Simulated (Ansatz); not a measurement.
# BFH3InO: one species, many methods

The task here is to estimate one member of a computed series from the others.

Program: Ansatz 0.2.0, Gaussian basis. Level of theory: functionals in def2-TZVPP, the program's frozen cores in correlated methods. These are calculated values, not measurements.

The runs, in order: LDA (SPW92), PBE-D4, revPBE-D4, BLYP-D4, r2SCAN-D4, B97M-V, PBE0-D4, B3LYP-D4, r2SCANh-D4, r2SCAN0-D4, HSE06-D4, BHLYP-D4, CAM-B3LYP-D4, LC-ωPBE, ωB97X-V, ωB97M-V, B2PLYP, PBE-QIDH; CCSD(T)/def2-SVP; CCSD(T)/def2-TZVPP; MP2/def2-QZVPP; extrapolation to the limit; RPA on PBE.

1 further run of the same task is left out (for a known fault of the program).

## Structure used throughout

The geometry comes from an earlier relaxation with PBE0-D4 in a triple-zeta def2 set; it is a stationary point, not always the lowest conformer. In takes the def2 core potential; no spin-orbit term is included.

7 atoms, charge 0, spin multiplicity 1.

Atoms are counted from 1 here; the program's logs count them from 0.

Bond lengths: F1–B2 1.386 Å, B2–O3 1.311 Å, B2–H5 1.195 Å, O3–In4 2.065 Å, In4–H6 1.702 Å, In4–H7 1.702 Å. Angles: F1–B2–O3 116.6°, F1–B2–H5 115.9°, O3–B2–H5 127.5°, B2–O3–In4 107.8°, O3–In4–H6 110.9°, O3–In4–H7 110.9°, H6–In4–H7 137.8°.

Geometry (Å):

```tsv
atom	x (Å)	y (Å)	z (Å)
F1	-0.1133	-1.4504	0.4944
B2	1.0147	-0.6622	0.6584
O3	0.9541	0.5566	0.1798
In4	-0.9109	0.8095	-0.6712
H5	1.9336	-1.1763	1.2230
H6	-2.0039	1.4786	0.4490
H7	-0.8744	0.4440	-2.3333
```

Set-up of the first run:

Input file in.yaml:

```yaml
crystal:
  periodic: [false, false, false]
  atoms:
    - {symbol: F, position_ang: [-0.113271, -1.450357, 0.494368]}
    - {symbol: B, position_ang: [1.014683, -0.662199, 0.658436]}
    - {symbol: O, position_ang: [0.954092, 0.556624, 0.179801]}
    - {symbol: In, position_ang: [-0.910862, 0.809509, -0.671246]}
    - {symbol: H, position_ang: [1.933640, -1.176255, 1.222995]}
    - {symbol: H, position_ang: [-2.003915, 1.478630, 0.448978]}
    - {symbol: H, position_ang: [-0.874366, 0.444049, -2.333332]}
basis:
  gaussian: {orbitals: def2-TZVPP}
hamiltonian: {xc: lda}
output: {orbitals: {seedname: orbitals}}
```

Launch:

```bash
$ ansatz run in.yaml --threads 2 --pin off --events-out ev --progress --plain --max-ram 4352MiB
```

Steps of the session up to this table: LDA; PBE-D4 (GGA); revPBE-D4 (GGA); BLYP-D4 (GGA); r2SCAN-D4 (meta-GGA); B97M-V (meta-GGA); B3LYP-D4 (hybrid); r2SCANh-D4 (hybrid); r2SCAN0-D4 (hybrid); HSE06-D4 (hybrid); BHLYP-D4 (hybrid); CAM-B3LYP-D4 (range-separated); LC-ωPBE (range-separated); ωB97X-V (range-separated); ωB97M-V (range-separated); B2PLYP (double hybrid); PBE-QIDH (double hybrid).

One of the session's tables, all rows but one given; the rest of the session is left out.

It belongs to the step «Orbital energies across the functionals». 

| functional | HOMO (eV) | LUMO (eV) | gap (eV) |
| --- | --- | --- | --- |
| LDA (SPW92) | -7.53 | -2.70 | 4.83 |
| PBE-D4 | -7.34 | -2.41 | 4.93 |
| revPBE-D4 | ? | ? | ? |
| BLYP-D4 | -7.23 | -2.39 | 4.84 |
| r2SCAN-D4 | -7.64 | -2.06 | 5.58 |
| B97M-V | -7.74 | -2.38 | 5.36 |
| PBE0-D4 | -8.77 | -1.65 | 7.12 |
| B3LYP-D4 | -8.56 | -1.95 | 6.61 |
| r2SCANh-D4 | -8.19 | -1.81 | 6.38 |
| r2SCAN0-D4 | -8.98 | -1.43 | 7.54 |
| HSE06-D4 | -8.37 | -2.00 | 6.36 |
| BHLYP-D4 | -9.96 | -1.01 | 8.95 |
| CAM-B3LYP-D4 | -10.16 | -0.87 | 9.29 |
| LC-ωPBE | -11.51 | 0.28 | 11.78 |
| ωB97X-V | -11.15 | 0.14 | 11.29 |
| ωB97M-V | -11.00 | -0.19 | 10.81 |

Estimate the missing values for revPBE-D4.

The run gave: HOMO (eV): -7.27; LUMO (eV): -2.28; gap (eV): 4.99. In the column «HOMO (eV)» it lies between PBE-D4 (-7.34) and BLYP-D4 (-7.23).
